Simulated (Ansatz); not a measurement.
# SrPd(010) (Cmcm bulk, slab 9 Å thick): simulated STM, part 2 of 2

The task: relax SrPd(010) (Cmcm bulk, slab 9 Å thick) and compute the vacuum tail of its states by energy, as an STM tip samples it.

Ansatz 0.2.0; DFT PBEsol, scalar-relativistic, plane waves, PAW.

## 4. Tersoff–Hamann images

Tersoff–Hamann simulation (s-wave tip); biases are sample biases.

Images at several biases, each described by its contrast.

| bias | set point (e/Å³) | corrugation | brightest over |
| --- | --- | --- | --- |
| −2.00 V | 1.9 × 10⁻⁴ | 7 pm | Pd atoms about 0.8 Å below slab's top atoms |
| −1.00 V | 1.5 × 10⁻⁴ | 7 pm | Pd atoms about 0.8 Å below slab's top atoms |
| −0.50 V | 8.7 × 10⁻⁵ | 14 pm | Pd atoms about 0.8 Å below slab's top atoms |
| −0.25 V | 3.7 × 10⁻⁵ | 20 pm | Pd atoms about 0.8 Å below slab's top atoms |
| +0.25 V | 2.7 × 10⁻⁵ | 17 pm | Pd atoms about 0.8 Å below slab's top atoms |
| +0.50 V | 1.1 × 10⁻⁴ | 27 pm | Pd atoms about 0.8 Å below slab's top atoms |

The slab has states at the Fermi level, though not all of them need reach the top face. Its work function (top face) is 2.53 eV.

Constant-current image at a set point of 1.5 × 10⁻⁵ e/Å³, bias −0.25 V (filled states), over one surface cell. Columns run along a, rows up along b; exposed atoms at Sr (0.00, 0.75), Pd (0.50, 0.25), Pd (0.50, 0.75).

Ten even steps from '0' (0.00 pm) to '9' (15.25 pm):
```
2223344555666555443322
1112233445555544332211
0011123334444433321110
0000112233333332211000
0000112233333332211000
0000112233343332211000
0011123334444433321110
2223344555666555443322
3333445666777666544333
4444556677777776655444
4455667788888887766554
5566778899999998877665
5666778899999998877666
5666778899999998877666
5566778899999998877665
4455667788888887766554
4444556677777776655444
3333445666777666544333
```

The brightest spots lie over the Pd atoms about 0.8 Å below the slab's top atoms; the darkest points are over the top Sr atoms. The corrugation is 15 pm at a mean tip height of 4.5 Å.

Constant-current image at a set point of 6.4 × 10⁻⁵ e/Å³, bias +0.25 V (empty states), over one surface cell. Columns run along a, rows up along b; exposed atoms at Sr (0.00, 0.75), Pd (0.50, 0.25), Pd (0.50, 0.75).

Values in pm, 9 rows by 11 columns:
```
 6.75  7.09  7.94  8.92  9.70 10.11 10.11  9.70  8.92  7.94  7.09
 2.40  2.80  3.77  4.86  5.69  6.11  6.11  5.69  4.86  3.77  2.80
 0.00  0.43  1.48  2.64  3.51  3.94  3.94  3.51  2.64  1.48  0.43
 2.40  2.80  3.77  4.86  5.69  6.11  6.11  5.69  4.86  3.77  2.80
 9.07  9.39 10.18 11.11 11.86 12.26 12.26 11.86 11.11 10.18  9.39
13.09 13.37 14.08 14.93 15.64 16.03 16.03 15.64 14.93 14.08 13.37
16.07 16.32 16.98 17.78 18.46 18.84 18.84 18.46 17.78 16.98 16.32
15.56 15.81 16.48 17.29 17.97 18.36 18.36 17.97 17.29 16.48 15.81
11.23 11.53 12.28 13.16 13.89 14.28 14.28 13.89 13.16 12.28 11.53
```

The brightest spots lie over the Pd atoms about 0.8 Å below the slab's top atoms; the darkest points are over the top Sr atoms. The corrugation is 19 pm at a mean tip height of 3.5 Å.

## 5. More from the same densities

Decay of the current with height.

Near 4 Å the plane average falls as exp(−1.69 z/Å), a factor of 5.4 per ångström, which gives an apparent barrier of 2.7 eV (0.952 eV Å² times the slope squared). The vacuum level lies 2.53 eV above zero bias. The two are close, as expected where zone-centre states near the Fermi level carry the current.

Shares of each window's states by atomic plane (%), top plane first:

| window (eV) | states | 1 Sr | 2 Pd | 3 Pd | 4 Sr | 5 Sr | 6 Pd | 7 Pd | 8 Sr |
| --- | --- | --- | --- | --- | --- | --- | --- | --- | --- |
| -2 to -1 | 16.32 | 8 | 17 | 16 | 6 | 7 | 17 | 21 | 7 |
| -1 to -0.5 | 2.30 | 14 | 12 | 12 | 12 | 13 | 11 | 13 | 13 |
| -0.5 to -0.25 | 1.41 | 16 | 9 | 11 | 14 | 15 | 10 | 10 | 15 |
| -0.25 to +0 | 0.70 | 21 | 10 | 10 | 16 | 13 | 8 | 9 | 15 |
| +0 to +0.25 | 0.51 | 19 | 10 | 9 | 11 | 11 | 8 | 11 | 20 |
| +0.25 to +0.5 | 1.16 | 19 | 9 | 11 | 12 | 11 | 10 | 10 | 18 |
| +0.5 to +1 | 1.96 | 18 | 9 | 11 | 12 | 12 | 11 | 10 | 16 |

## 6. Summary of results

What follows sums up all 2 parts.

| quantity | value |
| --- | --- |
| work function, top face | 2.53 eV |
| gap of the slab on its mesh | none (metal) |
| corrugation at −0.25 V, tip 4.5 Å up | 15 pm |
| corrugation at +0.25 V, tip 3.5 Å up | 19 pm |

What this shows: At −0.25 V the brightest spots lie over the Pd atoms about 0.8 Å below the slab's top atoms; the darkest points are over the top Sr atoms. At +0.25 V the brightest spots lie over the Pd atoms about 0.8 Å below the slab's top atoms; the darkest points are over the top Sr atoms. A real tip's own states and forces would change the contrast.

Counted by bands, a gap of 0.06 eV stays open on the mesh in one run that reads as metallic: the smearing reaches across it.
